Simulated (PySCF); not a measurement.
# C4H11BClSi−: a tour of settings

Which settings matter for C4H11BClSi− (`[SiH3]C[BH2-][C@@H]1C[C@@H]1Cl`)?

Computed with PySCF 2.14.0, with density-fitted response routines of our own, on a single molecule in the gas phase. Atoms count from 0, in the outputs and in this text.

**1. The molecule as given**

18 atoms, charge -1, multiplicity 1; geometry from: GFN2-xTB.

Bonds of the start (Å): Si0–C1 1.87, C1–B2 1.67, B2–C3 1.64, C3–C4 1.51, C4–C5 1.49, C5–Cl6 1.76, C5–C3 1.49, Si0–H7 1.47, Si0–H8 1.47, Si0–H9 1.49, C1–H10 1.10, C1–H11 1.10, B2–H12 1.21, B2–H13 1.22, C3–H14 1.09, C4–H15 1.08, C4–H16 1.09, C5–H17 1.09.

**2. Nuclear shieldings: PBE0/pcSseg-1**

Job settings and geometry (Å):

```
{"job": {"kind": "nmr", "xc": "PBE0", "basis": "pcSseg-1"}, "charge": -1, "multiplicity": 1}
Si     2.233286     0.680045     0.393128
C      1.549117    -0.940647    -0.240745
B     -0.054533    -1.251341     0.090320
C     -0.954251    -0.065986    -0.593819
C     -1.413073     1.144582     0.176542
C     -2.406398     0.155993    -0.336940
Cl    -3.286263    -0.833760     0.820340
H      1.720054     1.876172    -0.300122
H      2.046687     0.920721     1.833957
H      3.712387     0.793979     0.215991
H      1.706582    -0.981614    -1.326276
H      2.154270    -1.756720     0.172518
H     -0.233064    -1.289102     1.289295
H     -0.361276    -2.317161    -0.415502
H     -0.698236     0.140922    -1.634325
H     -1.218334     1.150509     1.239360
H     -1.411778     2.135231    -0.268704
H     -3.093935     0.444491    -1.126673
```

Method: GIAO PBE0/pcSseg-1 NMR shielding, non-relativistic, gas phase.

Command:

```console
> OMP_NUM_THREADS=1 python probes_run.py task.json out
```

The driver reads the jobs from task.json and runs them one after another.

The log of the run:

```text
coarse grid: 15504 points
cycle   1  E = -932.8716710901  dE =  5.671e-01  |g| = 6.188e-01  |ddm| = 3.722e+00
cycle   2  E = -932.7825157804  dE =  8.916e-02  |g| = 8.452e-01  |ddm| = 2.125e+00
cycle   3  E = -932.9945121234  dE = -2.120e-01  |g| = 7.717e-02  |ddm| = 1.290e+00
cycle   4  E = -932.9958476249  dE = -1.336e-03  |g| = 3.195e-02  |ddm| = 1.245e-01
cycle   5  E = -932.9960852058  dE = -2.376e-04  |g| = 5.917e-03  |ddm| = 3.908e-02
cycle   6  E = -932.9960930203  dE = -7.814e-06  |g| = 2.464e-03  |ddm| = 1.009e-02
final grid: 138808 points
cycle   7  E = -933.0361932777  dE = -4.213e-05  |g| = 9.138e-03  |ddm| = 3.440e-02
cycle   8  E = -933.0361759249  dE =  1.735e-05  |g| = 1.216e-02  |ddm| = 2.347e-02
cycle   9  E = -933.0362155029  dE = -3.958e-05  |g| = 7.964e-04  |ddm| = 1.380e-02
cycle  10  E = -933.0362156180  dE = -1.151e-07  |g| = 2.335e-04  |ddm| = 1.094e-03
cycle  11  E = -933.0362156304  dE = -1.241e-08  |g| = 6.281e-05  |ddm| = 2.656e-04
cycle  12  E = -933.0362156313  dE = -9.013e-10  |g| = 1.741e-05  |ddm| = 8.344e-05
converged SCF energy = -933.0362156313

GIAO shielding tensors (ppm)
atom      isotropic    diamagn.    paramagn.     s11        s22        s33       span
  0 Si     426.563     878.927    -452.364    382.201    396.720    500.768    118.566
  1 C      186.811     248.043     -61.232    173.929    190.612    195.891     21.962
  2 B      126.924     179.849     -52.925    121.215    124.638    134.918     13.703
  3 C      165.149     244.349     -79.200    125.207    166.009    204.230     79.023
  4 C      166.412     248.904     -82.492    137.400    159.053    202.781     65.381
  5 C      142.365     253.391    -111.026     93.106    127.572    206.416    113.310
  6 Cl     874.354    1146.415    -272.061    699.737    826.395   1096.929    397.193
  7 H       27.965      30.368      -2.402     24.197     27.853     31.846      7.649
  8 H       28.180      29.651      -1.471     24.829     26.858     32.852      8.023
  9 H       27.855      28.996      -1.141     24.291     25.346     33.928      9.636
 10 H       32.176      31.001       1.175     27.913     30.224     38.392     10.479
 11 H       31.871      29.879       1.991     26.638     29.563     39.412     12.774
 12 H       30.797      29.354       1.443     26.655     32.538     33.197      6.542
 13 H       29.733      29.127       0.605     25.298     31.112     32.787      7.489
 14 H       31.982      32.049      -0.067     26.233     30.008     39.705     13.472
 15 H       31.745      31.045       0.700     27.973     29.549     37.714      9.740
 16 H       31.238      31.412      -0.174     26.403     27.196     40.115     13.711
 17 H       28.800      31.610      -2.810     20.276     28.646     37.478     17.202
```

Wall time 19 s (1 thread of AMD EPYC 9R14, shared host); peak memory 0.85 GiB.

Shifts follow as δ = σ(reference) − σ, with reference shieldings (ppm) from runs at the same level and on the same kind of geometry: ¹H TMS 31.72, ¹³C TMS 186.9, ²⁹Si TMS 349.2, ¹¹B BF3·OEt2 100.1, ³⁵Cl HCl 950. The references are single molecules in the gas phase. Atoms listed in one row are averaged.

```
     atoms                                                 environment  σ (ppm)  δ (ppm)
        C5                three-membered-ring carbon bearing a halogen    142.4     44.6
        C3                                  three-membered-ring carbon    165.1     21.8
        C4                                  three-membered-ring carbon    166.4     20.5
        C1                                  sp3 CH2 bonded to B and Si    186.8      0.1
H7, H8, H9                           hydrogen on a silicon bonded to C    28.00     3.72
       H17  hydrogen on a three-membered-ring carbon bearing a halogen    28.80     2.92
       H13                           hydrogen on a boron bonded to 2 C    29.73     1.98
       H12                           hydrogen on a boron bonded to 2 C    30.80     0.92
       H16                    hydrogen on a three-membered-ring carbon    31.24     0.48
       H15                    hydrogen on a three-membered-ring carbon    31.75    -0.03
       H11                   hydrogen on an sp3 CH2 bonded to B and Si    31.87    -0.15
       H14                    hydrogen on a three-membered-ring carbon    31.98    -0.27
       H10                   hydrogen on an sp3 CH2 bonded to B and Si    32.18    -0.46
       Si0                                    silicon bonded to C, 3 H    426.6    -77.4
        B2                                    boron bonded to 2 C, 2 H    126.9    -26.9
       Cl6                                        chlorine bonded to C      874       75
```

The run also stored atomic charges by several schemes (e):

```
atoms  Mulliken    IAO  Hirshfeld  ESP fit
  Si0      0.49   0.58       0.25     0.40
   C1     -0.69  -0.63      -0.24    -0.33
   B2      0.20  -0.31      -0.11     0.04
   C3     -0.35  -0.21      -0.11     0.16
   C4     -0.17  -0.30      -0.12    -0.20
   C5     -0.20  -0.14      -0.04    -0.34
  Cl6     -0.19  -0.14      -0.12    -0.20
```

Mayer bond orders: Si0–C1 1.03, C1–B2 0.82, B2–C3 0.80, C3–C4 0.95, C4–C5 0.95, C5–Cl6 0.96, C5–C3 0.94.

Ring of atoms C3, C4, C5: NICS(0) -41.5, NICS(1) -8.2, NICS(1)zz -19.9 ppm (means of both faces).

The two faces differ (NICS(1)zz -16.4 and -23.4 ppm).

In rings of three or four atoms NICS is ruled by the nearby σ bonds, so it says little on aromaticity.

**3. Excited states and response: PBE0/def2-SVPD**

Same as in step 2 but for these lines:

```diff
@@ -1,2 +1,2 @@
-{"job": {"kind": "nmr", "xc": "PBE0", "basis": "pcSseg-1"}, "charge": -1, "multiplicity": 1}
+{"job": {"kind": "uv", "xc": "PBE0", "basis": "def2-SVPD", "nstates": 6, "ntriplets": 2}, "charge": -1, "multiplicity": 1}
 Si     2.233286     0.680045     0.393128
```

With the program's defaults for keys left out, this is: TDDFT PBE0/def2-SVPD, vertical, gas phase, core orbitals frozen in the response.

The log of the run:

```text
coarse grid: 15504 points
cycle   1  E = -932.5106549990  dE =  5.117e-01  |g| = 6.042e-01  |ddm| = 6.058e+00
cycle   2  E = -932.3941879092  dE =  1.165e-01  |g| = 8.809e-01  |ddm| = 3.649e+00
cycle   3  E = -932.6328224922  dE = -2.386e-01  |g| = 7.309e-02  |ddm| = 2.537e+00
cycle   4  E = -932.6340301351  dE = -1.208e-03  |g| = 3.407e-02  |ddm| = 2.070e-01
cycle   5  E = -932.6343332917  dE = -3.032e-04  |g| = 6.417e-03  |ddm| = 7.621e-02
cycle   6  E = -932.6343440817  dE = -1.079e-05  |g| = 1.742e-03  |ddm| = 2.277e-02
cycle   7  E = -932.6343448655  dE = -7.838e-07  |g| = 5.026e-04  |ddm| = 4.472e-03
final grid: 138808 points
cycle   8  E = -932.7442278547  dE = -4.572e-05  |g| = 6.874e-03  |ddm| = 1.603e-01
cycle   9  E = -932.7442176344  dE =  1.022e-05  |g| = 9.156e-03  |ddm| = 3.194e-02
cycle  10  E = -932.7442414062  dE = -2.377e-05  |g| = 7.105e-04  |ddm| = 1.687e-02
cycle  11  E = -932.7442415445  dE = -1.384e-07  |g| = 1.527e-04  |ddm| = 1.957e-03
cycle  12  E = -932.7442415499  dE = -5.366e-09  |g| = 6.022e-05  |ddm| = 4.587e-04
cycle  13  E = -932.7442415508  dE = -9.209e-10  |g| = 1.454e-05  |ddm| = 1.626e-04
converged SCF energy = -932.7442415508

Static polarisability (au): isotropic 117.966, principal 100.488 112.439 140.970

Singlet excitations
state   eV       nm        f      main configurations
  1   5.4433    227.8   0.01861   H->L 0.93
  2   5.7906    214.1   0.03600   H->L+1 0.77, H-1->L 0.11
  3   5.8369    212.4   0.00180   H->L+2 0.87
  4   5.8930    210.4   0.00287   H-1->L 0.72, H->L+1 0.14
  5   6.0358    205.4   0.00640   H->L+3 0.62, H-2->L 0.25
  6   6.0504    204.9   0.01155   H-2->L 0.51, H->L+3 0.29

Triplet excitations (Tamm-Dancoff, eV): 5.3616 5.6942
```

Run time: 26 s. Hardware: 1 thread of AMD EPYC 9R14, shared host; peak memory 0.99 GiB.

Frontier orbitals and where they lie:

```
orbital     eV                        atoms
 HOMO−3  -3.90    Cl6 38 %, C3 17 %, C5 9 %
 HOMO−2  -3.12   B2 25 %, C3 23 %, H12 13 %
 HOMO−1  -2.95    C1 26 %, B2 22 %, C5 10 %
   HOMO  -2.48   B2 29 %, H13 24 %, C1 10 %
   LUMO   3.85  Si0 26 %, Cl6 17 %, B2 12 %
 LUMO+1   4.12   Cl6 34 %, Si0 28 %, H9 7 %
 LUMO+2   4.27  Cl6 39 %, H17 18 %, C5 10 %
```

With each of the 6 states as a Gaussian band of 0.4 eV half-width at 1/e, the curve within the window shown has maxima at 214 nm (ε 2,500) L/(mol cm). Beyond the last state computed it falls off for lack of states. The curve at chosen wavelengths:

| nm | ε (L/mol/cm) |
| --- | --- |
| 195 | 662 |
| 197 | 894 |
| 200 | 1291 |
| 202 | 1565 |
| 205 | 1950 |
| 207 | 2163 |
| 209 | 2326 |
| 212 | 2462 |
| 214 | 2477 |
| 217 | 2399 |
| 219 | 2291 |
| 221 | 2150 |
| 224 | 1899 |
| 226 | 1717 |
| 229 | 1441 |
| 231 | 1262 |
| 233 | 1091 |
| 236 | 857 |
| 238 | 718 |
| 241 | 537 |
| 243 | 436 |
| 245 | 349 |
| 248 | 244 |
| 250 | 189 |
| 253 | 126 |
| 255 | 95 |

Ground-state properties from the same run:

```
           property  computed
polarisability (Å³)     17.48
 HOMO–LUMO gap (eV)      6.33
      −ε(HOMO) (eV)      2.48
```

**4. Ultraviolet spectrum: PBE0/6-31G**

Same as in step 3 but for these lines:

```diff
@@ -1,2 +1,2 @@
-{"job": {"kind": "uv", "xc": "PBE0", "basis": "def2-SVPD", "nstates": 6, "ntriplets": 2}, "charge": -1, "multiplicity": 1}
+{"job": {"kind": "uv", "xc": "PBE0", "basis": "6-31G", "nstates": 1, "ntriplets": 0, "tda": true, "scf": {"conv": 1e-06}}, "charge": -1, "multiplicity": 1}
 Si     2.233286     0.680045     0.393128
```

Level: TDA PBE0/6-31G, vertical, gas phase, core orbitals frozen in the response.

The log of the run:

```text
final grid: 138808 points
cycle   1  E = -932.8188505332  dE =  6.715e-01  |g| = 6.004e-01  |ddm| = 3.800e+00
cycle   2  E = -932.7623145158  dE =  5.654e-02  |g| = 7.530e-01  |ddm| = 2.154e+00
cycle   3  E = -932.9378608771  dE = -1.755e-01  |g| = 7.360e-02  |ddm| = 1.234e+00
cycle   4  E = -932.9392933892  dE = -1.433e-03  |g| = 2.475e-02  |ddm| = 1.337e-01
cycle   5  E = -932.9394716848  dE = -1.783e-04  |g| = 3.945e-03  |ddm| = 3.709e-02
cycle   6  E = -932.9394758539  dE = -4.169e-06  |g| = 1.581e-03  |ddm| = 8.787e-03
cycle   7  E = -932.9394765733  dE = -7.193e-07  |g| = 1.570e-04  |ddm| = 2.346e-03
converged SCF energy = -932.9394765733

Static polarisability (au): isotropic 87.931, principal 76.462 81.932 105.400

Singlet excitations
state   eV       nm        f      main configurations
  1   6.4553    192.1   0.03734   H->L 0.92
```

It took 4.9 s on 1 thread of AMD EPYC 9R14, shared host; peak memory 0.61 GiB.

Key values: HOMO -2.02 eV, LUMO 5.50 eV; lowest singlet 6.46 eV.

**5. Excited states and response: PBE0/MINI**

Same as in step 4 but for these lines:

```diff
@@ -1,2 +1,2 @@
-{"job": {"kind": "uv", "xc": "PBE0", "basis": "6-31G", "nstates": 1, "ntriplets": 0, "tda": true, "scf": {"conv": 1e-06}}, "charge": -1, "multiplicity": 1}
+{"job": {"kind": "uv", "xc": "PBE0", "basis": "MINI", "nstates": 25, "ntriplets": 5, "tda": true, "scf": {"conv": 0.001, "max_cycle": 90}}, "charge": -1, "multiplicity": 1}
 Si     2.233286     0.680045     0.393128
```

With the program's defaults for keys left out, this is: TDA PBE0/MINI, vertical, gas phase, core orbitals frozen in the response.

The log of the run:

```text
final grid: 138808 points
cycle   1  E = -927.7161212620  dE =  3.322e-01  |g| = 4.083e-01  |ddm| = 6.230e+00
cycle   2  E = -927.7242120855  dE = -8.091e-03  |g| = 4.138e-01  |ddm| = 1.567e+00
cycle   3  E = -927.7823156536  dE = -5.810e-02  |g| = 3.624e-02  |ddm| = 7.835e-01
cycle   4  E = -927.7827991956  dE = -4.835e-04  |g| = 7.392e-03  |ddm| = 8.891e-02
converged SCF energy = -927.7827991956

Static polarisability (au): isotropic 59.443, principal 51.890 55.144 71.295

Singlet excitations
state   eV       nm        f      main configurations
  1   7.6697    161.7   0.00083   H->L 0.89
  2   7.8107    158.7   0.00293   H-2->L 0.73, H-1->L 0.21
  3   8.3208    149.0   0.01838   H-3->L 0.48, H-1->L 0.31, H->L 0.09
  4   8.5743    144.6   0.04563   H-1->L 0.46, H-3->L 0.39, H-2->L 0.12
  5   9.1146    136.0   0.05838   H-4->L 0.89
  6   9.4828    130.7   0.03483   H->L+1 0.93
  7   9.5430    129.9   0.01722   H->L+2 0.91
  8   9.8143    126.3   0.01148   H->L+3 0.91
  9   9.9666    124.4   0.07526   H-1->L+2 0.73, H-4->L+2 0.08
 10  10.1392    122.3   0.12931   H-1->L+1 0.68, H-2->L+1 0.12, H-1->L+2 0.09
 11  10.2553    120.9   0.00579   H-1->L+3 0.67, H->L+4 0.16
 12  10.3472    119.8   0.02319   H-2->L+1 0.45, H-1->L+3 0.12, H-5->L 0.11
 13  10.3821    119.4   0.01901   H->L+4 0.40, H-2->L+2 0.32, H-4->L+2 0.09
 14  10.4064    119.1   0.00356   H-5->L 0.46, H-2->L+2 0.20
 15  10.4617    118.5   0.07414   H-2->L+1 0.34, H-2->L+2 0.14, H->L+4 0.14
 16  10.6823    116.1   0.04237   H-2->L+3 0.73
 17  10.8430    114.3   0.04217   H-1->L+4 0.21, H-4->L+1 0.19, H-3->L+1 0.11
 18  10.8734    114.0   0.01127   H-3->L+1 0.31, H-1->L+4 0.27, H-2->L+4 0.15
 19  10.9430    113.3   0.00141   H-9->L 0.36, H-8->L 0.10, H-4->L+2 0.09
 20  10.9802    112.9   0.02615   H-4->L+2 0.26, H-3->L+1 0.14, H-9->L 0.14
 21  11.0133    112.6   0.02018   H-4->L+1 0.53, H-4->L+2 0.11, H-3->L+1 0.09
 22  11.1402    111.3   0.05996   H-4->L+3 0.29, H-2->L+4 0.24, H-3->L+3 0.14
 23  11.1655    111.0   0.04334   H-3->L+2 0.32, H-3->L+3 0.15, H->L+6 0.13
 24  11.2020    110.7   0.00390   H->L+5 0.79, H->L+6 0.10
 25  11.2264    110.4   0.01072   H-3->L+2 0.25, H-6->L 0.20, H->L+6 0.17

Triplet excitations (Tamm-Dancoff, eV): 6.9380 7.1639 7.9193 8.2670 8.6983
```

It took 3.9 s on 1 thread of AMD EPYC 9R14, shared host; peak memory 0.47 GiB.

The run ended normally, but its values are not to be used for the molecule: the SCF threshold of 0.001 Eh is far too loose; the basis MINI is minimal. Its HOMO lies at -3.78 eV, against -2.48 eV in step 3 (PBE0/def2-SVPD), a different level, so the two don't compare directly.

**6. Shielding tensors: KT2/cc-pVDZ**

Same as in step 5 but for these lines:

```diff
@@ -1,2 +1,2 @@
-{"job": {"kind": "uv", "xc": "PBE0", "basis": "MINI", "nstates": 25, "ntriplets": 5, "tda": true, "scf": {"conv": 0.001, "max_cycle": 90}}, "charge": -1, "multiplicity": 1}
+{"job": {"kind": "nmr", "xc": "KT2", "basis": "cc-pVDZ", "pop": false, "scf": {"guess": "vsap"}}, "charge": -1, "multiplicity": 1}
 Si     2.233286     0.680045     0.393128
```

Method: GIAO KT2/cc-pVDZ NMR shielding, non-relativistic, gas phase.

The log of the run:

```text
final grid: 138808 points
cycle   1  E = -919.1721654551  dE =  2.033e+01  |g| = 6.535e+00  |ddm| = 4.645e+01
cycle   2  E = -877.7258923742  dE =  4.145e+01  |g| = 1.099e+01  |ddm| = 5.666e+01
cycle   3  E = -933.2769640385  dE = -5.555e+01  |g| = 4.106e+00  |ddm| = 3.408e+01
cycle   4  E = -917.2108182818  dE =  1.607e+01  |g| = 5.250e+00  |ddm| = 1.826e+01
cycle   5  E = -939.3605692321  dE = -2.215e+01  |g| = 2.641e+00  |ddm| = 1.686e+01
cycle   6  E = -942.2669007552  dE = -2.906e+00  |g| = 1.374e+00  |ddm| = 7.663e+00
cycle   7  E = -942.7430298647  dE = -4.761e-01  |g| = 5.258e-01  |ddm| = 3.134e+00
cycle   8  E = -942.8069308006  dE = -6.390e-02  |g| = 2.445e-01  |ddm| = 1.490e+00
cycle   9  E = -942.8230607226  dE = -1.613e-02  |g| = 6.407e-02  |ddm| = 5.586e-01
cycle  10  E = -942.8239753403  dE = -9.146e-04  |g| = 2.706e-02  |ddm| = 1.473e-01
cycle  11  E = -942.8241439302  dE = -1.686e-04  |g| = 1.004e-02  |ddm| = 5.152e-02
cycle  12  E = -942.8241703208  dE = -2.639e-05  |g| = 4.065e-03  |ddm| = 2.139e-02
cycle  13  E = -942.8241753609  dE = -5.040e-06  |g| = 9.336e-04  |ddm| = 9.870e-03
cycle  14  E = -942.8241756104  dE = -2.495e-07  |g| = 3.399e-04  |ddm| = 2.642e-03
cycle  15  E = -942.8241756473  dE = -3.688e-08  |g| = 7.581e-05  |ddm| = 8.487e-04
cycle  16  E = -942.8241756494  dE = -2.112e-09  |g| = 1.667e-05  |ddm| = 2.026e-04
cycle  17  E = -942.8241756495  dE = -4.411e-11  |g| = 1.305e-05  |ddm| = 6.141e-05
converged SCF energy = -942.8241756495

GIAO shielding tensors (ppm)
atom      isotropic    diamagn.    paramagn.     s11        s22        s33       span
  0 Si     494.190     882.014    -387.825    456.229    469.705    556.636    100.407
  1 C      193.831     234.032     -40.201    182.026    197.597    201.870     19.843
  2 B      134.853     198.181     -63.328    129.524    133.019    142.015     12.491
  3 C      174.963     237.467     -62.504    138.172    176.203    210.515     72.343
  4 C      176.705     249.774     -73.068    149.986    171.228    208.901     58.915
  5 C      152.010     250.898     -98.887    104.418    138.531    213.082    108.664
  6 Cl     887.157    1147.278    -260.121    722.242    845.019   1094.210    371.968
  7 H       27.908      31.928      -4.020     24.244     27.593     31.888      7.644
  8 H       28.163      31.329      -3.165     24.817     26.785     32.887      8.069
  9 H       27.746      29.601      -1.855     24.139     25.113     33.987      9.848
 10 H       31.797      29.283       2.514     27.798     30.099     37.495      9.697
 11 H       31.468      28.202       3.266     26.472     29.631     38.302     11.830
 12 H       30.520      33.428      -2.908     26.546     32.149     32.865      6.319
 13 H       29.496      31.452      -1.956     25.409     30.869     32.210      6.801
 14 H       31.910      31.745       0.165     26.644     30.036     39.050     12.406
 15 H       31.696      32.918      -1.222     28.157     29.892     37.040      8.883
 16 H       31.113      31.546      -0.433     26.315     27.578     39.446     13.131
 17 H       28.525      30.915      -2.389     20.052     28.649     36.875     16.823
```

Wall time 32 s (1 thread of AMD EPYC 9R14, shared host); peak memory 0.67 GiB.

Key values: δ C5 45.8, C3 22.8, C4 21.1, C1 3.9, H7 3.72, H17 3.13 ppm (means over like atoms).

**7. Comparing the runs: NMR shifts**

Shifts (ppm) of some atoms, chosen among heavy atoms and hydrogens apart, with basis size and wall time:

```
          run    C5    C3    C4   C1    H11    H10    Si0  functions  time
PBE0/pcSseg-1  44.6  21.8  20.5  0.1  -0.15  -0.46  -77.4        188  19 s
  KT2/cc-pVDZ  45.8  22.8  21.1  3.9   0.19  -0.14  -76.1        161  32 s
```

**8. Comparing the runs: electronic excitations**

Excitations and ground-state properties, with basis size and wall time:

```
           run  lowest singlet (eV)  brightest (eV)      f  gap (eV)  α (Å³)  functions   time
PBE0/def2-SVPD                 5.44            5.79  0.036      6.33   17.48        239   26 s
    PBE0/6-31G                 6.46            6.46  0.037      7.52   13.03         93  4.9 s
```

**9. Results**

```
                                                              quantity                                                         value
                                ¹³C shifts against TMS (PBE0/pcSseg-1)                                     44.6, 21.8, 20.5, 0.1 ppm
¹H shifts against TMS (PBE0/pcSseg-1, means over atoms taken as alike)  3.72, 2.92, 1.98, 0.92, 0.48, -0.03, -0.15, -0.27, -0.46 ppm
                               ²⁹Si shifts against TMS (PBE0/pcSseg-1)                                                     -77.4 ppm
                           ¹¹B shifts against BF3·OEt2 (PBE0/pcSseg-1)                                                     -26.9 ppm
                               ³⁵Cl shifts against HCl (PBE0/pcSseg-1)                                                        75 ppm
                                       lowest singlet (PBE0/def2-SVPD)                                   5.44 eV (228 nm), f = 0.019
                              brightest single state of those computed                                   state 2, 5.79 eV, f = 0.036
                                                        lowest triplet                                                       5.36 eV
                                              range of the shift of C1                                                0.1 to 3.9 ppm
                                           range of the lowest singlet                                               5.44 to 6.46 eV
                                         property runs in this session               5, of which 0 failed and 1 gave unsound results
```

**Reading.** Single values in the summary come from the first run of each kind that ended normally (PBE0/pcSseg-1; PBE0/def2-SVPD), which need not be the best level. At PBE0/pcSseg-1: Shielding is most anisotropic at Cl6 (span 397 ppm, paramagnetic term -272 ppm). The lowest singlet, at 5.44 eV, is HOMO→LUMO 0.93 and is weak; of the 6 states computed, the strongest absorption comes from state 2 at 5.79 eV. The lowest triplet lies 0.08 eV below the lowest singlet (triplets in Tamm-Dancoff, singlets in full TDDFT). The lowest singlet lies above −ε(HOMO); no detachment energy was computed, so the anion's states may not be bound. Among the atoms with a shift in every run: In ppm, C1 moves most: its shift spreads over 3.8 ppm, from 0.1 (PBE0/pcSseg-1) to 3.9 (KT2/cc-pVDZ). The lowest singlet runs from 5.44 eV (PBE0/def2-SVPD) to 6.46 eV (PBE0/6-31G), while the orbital gap spans 6.33 to 7.52 eV. The lowest state need not be the same one in every run. The runs solved for a few states only, so the brightest column depends on that window.
